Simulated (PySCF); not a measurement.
# CaC+: from the state search to spectroscopic constants

An exercise on one series of results from a longer session: the logs are not shown, and one member is left open.

Program: PySCF 2.14.0. Level of theory: Ca def2-SVP, C def2-SVP, no relativity. These are calculated values, not measurements.

Set-up of the first run:

Settings of the job:

```json
{
 "atoms": "Ca, C",
 "charge": "1",
 "basis": "Ca def2-SVP, C def2-SVP",
 "Hamiltonian": "no relativity",
 "basis functions": "38",
 "electrons treated": "25",
 "masses in u": "39.9626, 12.0000",
 "levels": "PBE0, PBE, r²SCAN, revPBE, TPSSh, r²SCANh, CAM-B3LYP, HF, MP2, SCS-MP2, CCSD, CCSD(T)",
 "grid": "80 radial by 434 angular points",
 "occupations": "held fixed by the projection of orbital angular momentum",
 "dissociation limit": "Ca+ + C, each in its ground configuration",
 "starting distance in angstrom": "2.400",
 "values of 2S to try": "1, 3"
}
```

On the command line:

```sh
$ OMP_NUM_THREADS=1 python dia.py task.json out
```

Steps of the session up to this table: Set-up; PBE0 along the bond; Excited determinants; PBE (GGA); r²SCAN; revPBE; TPSSh; r²SCANh (hybrid meta-GGA); CAM-B3LYP (range-separated hybrid); UHF (mean field); MP2 and coupled cluster.

One table of the session follows, with a row left open; its other results are not shown here.

Energy (eV) from each level's lowest point:

```
R (Å)    UHF  UHF-MP2  UHF-SCS-MP2  UHF-CCSD  UHF-CCSD(T)
1.864  1.220    1.044        1.057       n/a          n/a
1.950  0.635    0.524        0.533     0.536        0.535
2.037      ?        ?            ?         ?            ?
2.102  0.108    0.073        0.075     0.079        0.080
2.167  0.023    0.009        0.010     0.012        0.013
2.232  0.000    0.000        0.000     0.000        0.000
2.319  0.043    0.055        0.054     0.049        0.047
2.427  0.184    0.199        0.198     0.185        0.180
2.557  0.433    0.442        0.441     0.415        0.404
2.730  0.832    0.820        0.821       n/a          n/a
```

Q: Estimate the row for R (Å) = 2.037 from the others.

Worked estimate for «UHF». A straight line through the neighbours (1.950, 0.635) and (2.102, 0.108) gives 0.635 + (0.108 − 0.635) × (2.037 − 1.950) / (2.102 − 1.950) = 0.333; a parabola fitted to 4 rows on both sides gives 0.260.

**Answer.** UHF: 0.269; UHF-MP2: 0.207; UHF-SCS-MP2: 0.212; UHF-CCSD: 0.216; UHF-CCSD(T): 0.217. In «UHF» the line misses by +0.064 and the parabola by -0.009.
